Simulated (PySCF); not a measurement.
# One shape, several levels: C2H4BBr (SMILES B/C=C\Br)

Wanted: a comparison of 6 runs (HF/STO-3G, HF/def2-SVP, SVWN5/6-31G*, PBE0/def2-SVP, wB97X/def2-TZVP, BLYP/cc-pVTZ) of C2H4BBr. Input form: a Python script.

The results are computed with PySCF 2.14.0.

### Step 1. The molecule

C2H4BBr has 8 atoms, charge 0, and is taken as a singlet. As SMILES, `B/C=C\Br`. The shape is that of a GFN2-xTB optimisation.

Bond lengths: B1–C2 1.543 Å, C2–C3 1.335 Å, C3–Br4 1.884 Å, B1–H5 1.167 Å, B1–H6 1.168 Å, C2–H7 1.086 Å, C3–H8 1.082 Å. Angles: B1–C2–C3 127.4°, C2–C3–Br4 125.2°, B1–C2–H7 119.0°, C3–C2–H7 113.6°, C2–B1–H5 120.8°, C2–B1–H6 119.0°, C2–C3–H8 123.8°, Br4–C3–H8 111.0°, H5–B1–H6 120.2°.

### Step 2. Energy and gradient at HF/STO-3G (run 1)

File input.py:

```python
import pyscf.grad
from pyscf import gto, scf

system = gto.Mole()
system.atom = '''
B   -0.279400   1.317130   0.027730
C    0.371100  -0.021690   0.434800
C    0.176710  -1.219610  -0.121670
Br  -0.967620  -1.568110  -1.577030
H   -1.042190   1.366510  -0.854700
H    0.002460   2.286560   0.615450
H    1.072300  -0.035620   1.263920
H    0.666630  -2.125170   0.211500
'''
system.basis = 'sto-3g'
system.verbose = 3
system.max_memory = 1860
system.build()

mf = scf.RHF(system)
mf.conv_tol = 1e-10
mf.kernel()
if not mf.converged:
    mf = mf.newton().run(mf.mo_coeff, mf.mo_occ)

e_tot = mf.e_tot
print('E = %.10f Eh' % e_tot)
grad = mf.Gradients().kernel()
mf.analyze()
```

Command:

```sh
$ OMP_NUM_THREADS=1 python input.py
```

Output:

```text
converged SCF energy = -2646.12237753269
[... 11 lines left out ...]
MO #2   energy= -63.2137080503474  occ= 2
[... 6 lines left out ...]
MO #9   energy= -7.40747842158797  occ= 2
[... 6 lines left out ...]
MO #16  energy= -2.24999817650818  occ= 2
[... 6 lines left out ...]
MO #23  energy= -0.482028659823514 occ= 2
[... 6 lines left out ...]
MO #30  energy= 0.365854943016622  occ= 0
[... 6 lines left out ...]
MO #37  energy= 1.02425950050726   occ= 0
[... 9 lines left out ...]
Dipole moment(X, Y, Z, Debye):  0.89391, -0.54598,  0.91408
```

It took 3.9 s on 1 thread of Intel Xeon at 2.50GHz (Skylake/Cascade Lake), shared host; peak memory 0.12 GiB.

### Step 3. Energy and forces at HF/def2-SVP (run 2)

File input.py:

```python
import pyscf.grad
from pyscf import gto

mol = gto.M(
    atom='''
B     -0.527989     2.489015     0.052402
C      0.701277    -0.040988     0.821653
C      0.333934    -2.304729    -0.229923
Br    -1.828537    -2.963298    -2.980155
H     -1.969454     2.582330    -1.615149
H      0.004649     4.320972     1.163032
H      2.026353    -0.067312     2.388463
H      1.259748    -4.015989     0.399677
''',
    basis='def2-svp',
    charge=0,
    unit='bohr',
    max_memory=1860,
    verbose=4,
    spin=0,
)

mf = mol.RHF()
mf.conv_tol = 1e-10
mf.kernel()
if not mf.converged:
    mf = mf.newton().run(mf.mo_coeff, mf.mo_occ)

energy = mf.e_tot
print(f'total energy: {energy:.8f} hartree')
grad = mf.Gradients().kernel()
dip = mf.dip_moment()
pop, q = mf.mulliken_pop()
```

Command:

```sh
$ OMP_NUM_THREADS=1 python input.py
```

Output:

```text
PySCF version 2.14.0

[... 66 lines left out ...]
converged SCF energy = -2674.72759737204
total energy: -2674.72759737 hartree
[... 11 lines left out ...]
Dipole moment(X, Y, Z, Debye):  0.96348, -0.53077,  1.00107
[... 103 lines left out ...]
charge of    7H =      0.10101
```

Wall time 21 s (1 thread of Intel Xeon at 2.50GHz (Skylake/Cascade Lake), shared host); peak memory 0.19 GiB.

### Step 4. Energy and gradient at SVWN5/6-31G(d) (spherical functions) (run 3)

File job.py:

```python
import pyscf.grad
from pyscf import gto, dft

mol = gto.M(
    atom='''
B       -0.279400       1.317130       0.027730
C        0.371100      -0.021690       0.434800
C        0.176710      -1.219610      -0.121670
Br      -0.967620      -1.568110      -1.577030
H       -1.042190       1.366510      -0.854700
H        0.002460       2.286560       0.615450
H        1.072300      -0.035620       1.263920
H        0.666630      -2.125170       0.211500
''',
    basis='6-31g*',
    max_memory=1860,
    verbose=3,
)

mf = dft.RKS(mol, xc='svwn')
mf.conv_tol = 1e-10
mf.grids.level = 5
mf.kernel()
if not mf.converged:
    mf = mf.newton().run(mf.mo_coeff, mf.mo_occ)

etot = mf.e_tot
print('E = %.10f Eh' % etot)
grad = mf.Gradients().kernel()
dip = mf.dip_moment()
pop, q = mf.mulliken_pop()
```

Command:

```sh
$ OMP_NUM_THREADS=1 python job.py
```

Output:

```text
converged SCF energy = -2672.67839334591
[... 9 lines left out ...]
Dipole moment(X, Y, Z, Debye):  0.98918, -1.02646,  0.89522
[... 91 lines left out ...]
charge of    7H =      0.21681
```

Wall time 44 s (1 thread of Intel Xeon at 2.50GHz (Skylake/Cascade Lake), shared host); peak memory 0.45 GiB.

Runs 4 to 5 aren't shown in full; the table further down has their settings and results.

### Step 5. Energy and gradient at BLYP/cc-pVTZ (run 6)

File run.py:

```python
import pyscf.grad
from pyscf import gto, dft

molecule = gto.Mole()
molecule.atom = [
    ('B', (-0.279400, 1.317130, 0.027730)),
    ('C', (0.371100, -0.021690, 0.434800)),
    ('C', (0.176710, -1.219610, -0.121670)),
    ('Br', (-0.967620, -1.568110, -1.577030)),
    ('H', (-1.042190, 1.366510, -0.854700)),
    ('H', (0.002460, 2.286560, 0.615450)),
    ('H', (1.072300, -0.035620, 1.263920)),
    ('H', (0.666630, -2.125170, 0.211500)),
]
molecule.spin = 0
molecule.max_memory = 1860
molecule.basis = 'cc-pvtz'
molecule.verbose = 4
molecule.build()

myscf = dft.RKS(molecule)
myscf.xc = 'blyp'
myscf.conv_tol = 1e-10
myscf.grids.level = 5
myscf.kernel()
if not myscf.converged:
    myscf = myscf.newton().run(myscf.mo_coeff, myscf.mo_occ)

e_tot = myscf.e_tot
print('E = %.10f Eh' % e_tot)
grad = myscf.Gradients().kernel()
myscf.analyze()
```

Command:

```sh
$ OMP_NUM_THREADS=1 python run.py
```

Output:

```text
PySCF version 2.14.0

[... 128 lines left out ...]
MO #24  energy= -0.317614729546012 occ= 2
[... 32 lines left out ...]
MO #57  energy= 0.468122986026511  occ= 0
[... 32 lines left out ...]
MO #90  energy= 1.41822348720087   occ= 0
[... 32 lines left out ...]
MO #123 energy= 2.461506141363     occ= 0
[... 32 lines left out ...]
MO #156 energy= 3.71805835145039   occ= 0
[... 32 lines left out ...]
MO #189 energy= 13.2410811610961   occ= 0
[... 200 lines left out ...]
Dipole moment(X, Y, Z, Debye):  0.84794, -0.98842,  0.73843
```

It took 5.4 min on 1 thread of Intel Xeon at 2.50GHz (Skylake/Cascade Lake), shared host; peak memory 2.8 GiB.

### Step 6. All runs side by side

```csv
run,level,integration grid,energy (Eh),dipole moment (D),HOMO energy (eV),LUMO energy (eV),wall time
1,HF/STO-3G,–,-2646.122378,1.39,-7.98,4.95,3.9 s
2,HF/def2-SVP,–,-2674.727597,1.49,-10.10,1.29,21 s
3,SVWN5/6-31G* (spherical functions),5,-2672.678393,1.68,-6.72,-3.31,44 s
4,PBE0/def2-SVP,5,-2676.751769,1.46,-7.74,-2.37,60 s
5,wB97X/def2-TZVP,5,-2677.610752,1.45,-10.02,-0.27,8 min
6,BLYP/cc-pVTZ,5,-2677.632598,1.50,-6.56,-3.18,5.4 min
```

### Step 7. What came out

| quantity | value |
| --- | --- |
| run 6: total energy | -2677.63260 Eh |
| run 6: dipole moment | 1.50 D |
| run 6: HOMO energy | -6.56 eV |
| run 6: LUMO energy | -3.18 eV |
| run 6: HOMO–LUMO gap | 3.38 eV |
| run 6: largest force on an atom | 0.808 eV/Å |

The dipole moment (its size) runs from 1.39 D (HF/STO-3G) to 1.68 D (SVWN5/6-31G*). The two ends differ in method and basis. The HOMO–LUMO gap runs from 3.38 eV (BLYP/cc-pVTZ) to 12.93 eV (HF/STO-3G). Totals of different functionals can't be ranked against each other. In run 1 the basis is minimal, so the values are rough. All runs together took 16 min, the longest 8 min.
